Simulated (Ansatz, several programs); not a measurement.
ZnO in the 4H polytype structure, relaxed with r2SCAN in Ansatz (plane waves, PAW): the symmetry is P6_3mc (No. 186, hexagonal); conventional cell a = 3.226 Å, c = 10.473 Å, 11.80 Å³ an atom. Zn has 4 O at 1.97–1.98 Å; Zn has 4 O at 1.97 Å; O has 4 Zn at 1.97–1.98 Å; O has 4 Zn at 1.97 Å. The cell was then scaled with its shape and fractional coordinates held, which makes it stiffer than a relaxed compression. No spin polarisation. The prototype was imposed, so other structures may be more stable.

```tsv
V (Å³/atom)	E (meV/atom)
11.094	22.23
11.448	5.25
11.802	0.00
12.510	17.93
```

Problem. Pass a cubic E = c₀ + c₁u + c₂u² + c₃u³, with u = V − 11.713 Å³, through these points.

Solution. c₀ = 0.31, c₁ = -7.135, c₂ = 41.754, c₃ = -6.3493 (meV and Å³).

Problem. Where is the minimum, and what bulk modulus follows?

Solution. dE/du = 0 at u = +0.087, so V₀ = 11.80 Å³. B = V₀ d²E/dV² = 11.80 × (2c₂ + 6c₃u) = 11.80 × 80.187 = 946 meV/Å³, and 1 meV/Å³ is 0.16022 GPa: 152 GPa. A third-order Birch-Murnaghan fit to all five points gives 11.80 Å³ and 150 GPa.

Problem. Predict the energy and the pressure at the withheld volume, 12.156 Å³.

Solution. With u = +0.443: E ≈ 4.79 meV and P = −dE/dV ≈ -4.19 GPa. The run gives 4.72 meV and, from its stress, -4.16 GPa.
